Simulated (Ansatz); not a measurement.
# InGa3Se2: one candidate of a structure search

The task: take a trial cell of InGa3Se2 to zero force and stress.

Method: DFT PBE, scalar-relativistic, plane waves, PAW, in Ansatz 0.2.0.

### Step 1. Starting point

It takes space group P6mm (No. 183, hexagonal). The conventional cell has a = 5.947 Å, b = 5.947 Å, c = 4.177 Å, α = 90.00°, β = 90.00°, γ = 120.00°. Around In (site symmetry 6mm) lie 6 Se at 3.45 Å and 12 Ga at 3.47 to 3.81 Å. Around Ga (site symmetry 2mm) lie 4 Se at 2.69 to 2.72 Å and 4 Ga at 2.97 Å. Se (site symmetry 3m) is surrounded by 6 Ga at 2.69 to 2.72 Å and 3 In at 3.45 Å.

Structure file:

```cif
data_structure
_symmetry_space_group_name_H-M 'P 1'
_symmetry_Int_Tables_number 1
_cell_length_a 5.9468
_cell_length_b 5.9468
_cell_length_c 4.1769
_cell_angle_alpha 90.000
_cell_angle_beta 90.000
_cell_angle_gamma 120.000
_cell_volume 127.92
loop_
_atom_site_label
_atom_site_type_symbol
_atom_site_fract_x
_atom_site_fract_y
_atom_site_fract_z
_atom_site_occupancy
In1 In 0.00000 0.00000 0.88881 1
Ga1 Ga 0.50000 0.50000 0.45952 1
Ga2 Ga 0.50000 0.00000 0.45952 1
Ga3 Ga 0.00000 0.50000 0.45952 1
Se1 Se 0.66667 0.33333 0.96314 1
Se2 Se 0.33333 0.66667 0.96314 1
```

The cell is invented: species swapped into a database cell of ErCo3Ge2 (P6mm, No. 183), with In on the Er sites, Ga on the Co sites and Se on the Ge sites. Lengths come from tabulated atomic sizes and are only a guess.

### Step 2. A first look at the guess

input.yaml reads:

```yaml
crystal:
  lattice:
    - [5.94681923, 0.0, 0.0]
    - [-2.97340961, 5.15009652, 0.0]
    - [0.0, 0.0, 4.17686476]
  atoms:
    - { symbol: In, position: [0.0, 0.0, 0.88881302] }
    - { symbol: Ga, position: [0.5, 0.5, 0.45951599] }
    - { symbol: Ga, position: [0.5, 0.0, 0.45951599] }
    - { symbol: Ga, position: [0.0, 0.5, 0.45951599] }
    - { symbol: Se, position: [0.66666667, 0.33333333, 0.96313798] }
    - { symbol: Se, position: [0.33333333, 0.66666667, 0.96313798] }
basis:
  ecutwfc: 420
kpoints:
  mp_grid: { grid: [3, 3, 4] }
hamiltonian:
  xc: pbe
scf:
  occupations: { method: gaussian, width: 0.1 }
  lower_state_search: "off"
output:
  forces: true
  stress: true
  eigenvalues: true
```

On the command line:

```bash
ansatz run input.yaml --threads 1 --pin off --max-ram 2560MiB --backend cpu --events-out ev --progress --plain --runs-dir out
```

Further runs follow: rough relaxation on the coarse mesh; full relaxation.

Q: Predict the outcome of this session. Wanted: conventional cell; volume; energy over the elements; gap on the mesh.

The runs gave:

| quantity | value |
| --- | --- |
| symmetry at the end (tolerance 0.05 Å) | space group P6mm (No. 183) |
| conventional cell | a = 6.197 Å, b = 6.197 Å, c = 4.440 Å, α = 90.00°, β = 90.00°, γ = 120.00° |
| volume | 24.61 Å³/atom |
| energy over the elements | -0.04 eV/atom |
| gap on the mesh | none (metal) |

**Reading.** The space group P6mm (No. 183) is kept, and the volume per atom grows by 15.4 % from the first guess. The formation energy of this structure is too near zero to say whether it is bound against the elements. No finished test with a distortion of lower symmetry is shown, so the end may be a saddle point. The final runs have no spin polarisation, so no magnetic state was tried and one may lie lower.
